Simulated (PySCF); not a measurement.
# C8H18N2Si (Si(vinyl)2(NMe2)2): the cost of one run

Computed with PySCF 2.14.0, with density-fitted response routines of our own, on a single molecule in the gas phase. Atoms are numbered from 0 throughout.

### Step 1. Starting geometry

29 atoms, charge 0, multiplicity 1; geometry from: GFN2-xTB. The atoms were then displaced at random by about 0.03 Å, so the start is not that level's minimum.

Bonds of the start (Å): Si0–C1 1.88, Si0–C6 1.87, Si0–N11 1.81, Si0–N20 1.74, C1–C2 1.29, C1–H3 1.01, C2–H4 1.10, C2–H5 1.10, C6–C7 1.33, C6–H8 1.11, C7–H9 1.10, C7–H10 1.00, N11–C12 1.50, N11–C13 1.44, C12–H14 1.05, C12–H15 1.13, C12–H16 1.01, C13–H17 1.10, C13–H18 1.07, C13–H19 1.10, N20–C21 1.37, N20–C22 1.44, C21–H23 1.06, C21–H24 1.10, C21–H25 1.10, C22–H26 1.09, C22–H27 1.18, C22–H28 1.09.

### Step 2. Geometry optimisation at PBE0-D3(BJ)/def2-SVP

What the job is given:

```
{"job": {"xc": "PBE0", "basis": "def2-SVP", "d3": "d3bj", "grid": 1, "maxiter": 40, "shake": 0.03, "kind": "geom"}, "charge": 0, "multiplicity": 1}
Si     0.369110    -0.110350     0.299420
C      0.293520    -0.111210     2.175530
C      0.910290     0.724740     2.947870
H     -0.153280    -0.892920     2.635420
H      1.541600     1.528020     2.542690
H      0.949700     0.659910     4.043710
C      2.122620    -0.019620    -0.334620
C      2.562840    -0.540790    -1.479710
H      2.812540     0.512530     0.345920
H      1.833630    -1.089600    -2.091110
H      3.520210    -0.520800    -1.761100
N     -0.414990     1.451610    -0.167390
C     -1.516980     2.160620     0.562010
C     -0.374250     1.968320    -1.508080
H     -1.226250     3.170150     0.629900
H     -1.437580     1.779670     1.626010
H     -2.429300     2.041500     0.154790
H      0.451380     1.464930    -2.032220
H     -1.261700     1.794300    -2.085310
H     -0.179130     3.053390    -1.492170
N     -0.537850    -1.402220    -0.442090
C     -1.858480    -1.461210    -0.810220
C      0.066910    -2.701720    -0.351900
H     -2.032360    -1.897320    -1.762320
H     -2.182750    -0.412490    -0.864100
H     -2.532420    -1.873840    -0.038680
H      1.090280    -2.734380     0.013020
H     -0.448690    -3.283730     0.529640
H     -0.058110    -3.299680    -1.254360
```

Run with:

```
OMP_NUM_THREADS=2 python probes_run.py task.json out
```

This one command runs all jobs of the session in turn.

Q: Estimate the wall time and peak memory of this first job on 2 threads of AMD EPYC 9B14, shared host.

About 8.4 min, with a peak of 1.8 GiB.
